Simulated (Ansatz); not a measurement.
# AlBH6OSi: the cost of one run

Program: Ansatz 0.2.0. Level of theory: RKS LDA/def2-SVP. These are calculated values, not measurements.

### Step 1. Starting point

Bond lengths: Al1–O2 1.661 Å, O2–B3 1.344 Å, B3–Si4 1.974 Å, Al1–H5 1.535 Å, Al1–H6 1.534 Å, B3–H7 1.184 Å, Si4–H8 1.471 Å, Si4–H9 1.472 Å, Si4–H10 1.471 Å. Angles: Al1–O2–B3 177.7°, O2–Al1–H5 119.8°, O2–Al1–H6 117.9°, H5–Al1–H6 122.2°, O2–B3–Si4 120.4°, O2–B3–H7 116.8°, Si4–B3–H7 122.8°, B3–Si4–H8 114.1°, B3–Si4–H9 112.5°, B3–Si4–H10 113.8°, H8–Si4–H9 104.7°, H8–Si4–H10 105.5°, H9–Si4–H10 105.4°.

Coordinates:

```xyz
10

Al   -0.6225    1.6474   -1.7192
O     0.2197    0.4854   -0.8830
B     0.8636   -0.4537   -0.1689
Si    0.0783   -1.1500    1.5034
H    -0.1392    2.0894   -3.1071
H    -1.8735    2.2428   -1.0600
H     1.9124   -0.8138   -0.5838
H     0.2986   -2.5882    1.7173
H     0.6390   -0.5028    2.7008
H    -1.3763   -0.9565    1.6004
```

### Step 2. Relaxing end A

input.yaml

```yaml
crystal:
  periodic: [false, false, false]
  atoms:
    - { symbol: Al, position_ang: [-0.62253, 1.64744, -1.7192] }
    - { symbol: O, position_ang: [0.21966, 0.48536, -0.88299] }
    - { symbol: B, position_ang: [0.8636, -0.45373, -0.16893] }
    - { symbol: Si, position_ang: [0.07829, -1.15003, 1.50344] }
    - { symbol: H, position_ang: [-0.1392, 2.08941, -3.10713] }
    - { symbol: H, position_ang: [-1.87352, 2.24284, -1.05997] }
    - { symbol: H, position_ang: [1.9124, -0.81381, -0.58378] }
    - { symbol: H, position_ang: [0.29857, -2.58817, 1.71732] }
    - { symbol: H, position_ang: [0.63901, -0.50284, 2.70083] }
    - { symbol: H, position_ang: [-1.37626, -0.95646, 1.60042] }
basis:
  gaussian: { orbitals: def2-SVP }
hamiltonian:
  xc: lda
relax:
  f_tol: 0.02
  max_steps: 50
output:
  orbitals: {}
```

Started as:

```
$ ansatz run input.yaml --threads 2 --pin off --max-ram 3072MiB --backend cpu --events-out ev --progress --plain --runs-dir out
```

Q: Estimate wall time and peak memory on 2 threads of Intel Xeon Platinum 8488C (Sapphire Rapids), shared host.

About 11 s, with a peak of 0.17 GiB.
